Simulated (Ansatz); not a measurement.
# ClFH2HfO2: the cost of one run

Method: RKS BLYP-D4/def2-SVP, in Ansatz 0.2.0.

## Step 1: The starting structure

Bond lengths: Hf1–Cl2 2.520 Å, Hf1–F3 1.980 Å, Hf1–O4 2.069 Å, O4–H5 1.010 Å, Hf1–O6 2.069 Å, O6–H7 1.010 Å. Angles: Cl2–Hf1–F3 109.4°, Cl2–Hf1–O4 109.5°, Cl2–Hf1–O6 109.5°, F3–Hf1–O4 109.5°, F3–Hf1–O6 109.5°, O4–Hf1–O6 109.5°, Hf1–O4–H5 109.5°, Hf1–O6–H7 109.5°.

Coordinates:

```xyz
7

Hf    0.0000    0.0000    0.0000
Cl    0.0000    0.0000    2.5200
F     1.8671    0.0000   -0.6593
O    -0.9750    1.6891   -0.6893
H    -1.9328    1.4584   -0.9117
O    -0.9750   -1.6891   -0.6893
H    -1.4296   -2.1548    0.0831
```

## Step 2: Relaxing the start

The input, input.yaml:

```yaml
crystal:
  periodic: [false, false, false]
  atoms:
    - { symbol: Hf, position_ang: [0.0, 0.0, 0.0] }
    - { symbol: Cl, position_ang: [0.0, 0.0, 2.52] }
    - { symbol: F, position_ang: [1.8671, 0.0, -0.6593] }
    - { symbol: O, position_ang: [-0.975, 1.6891, -0.6893] }
    - { symbol: H, position_ang: [-1.9328, 1.4584, -0.9117] }
    - { symbol: O, position_ang: [-0.975, -1.6891, -0.6893] }
    - { symbol: H, position_ang: [-1.4296, -2.1548, 0.0831] }
basis:
  gaussian: { orbitals: def2-SVP }
hamiltonian:
  xc: blyp
  dispersion: d4
relax:
  f_tol: 0.02
  max_steps: 40
```

Command:

```console
$ ansatz run input.yaml --threads 2 --pin off --max-ram 3072MiB --backend cpu --events-out ev --progress --plain --runs-dir out
```

Q: Estimate wall time and peak memory on 2 threads of Arm Neoverse V2, shared host.

About 23 s, with a peak of 0.2 GiB.
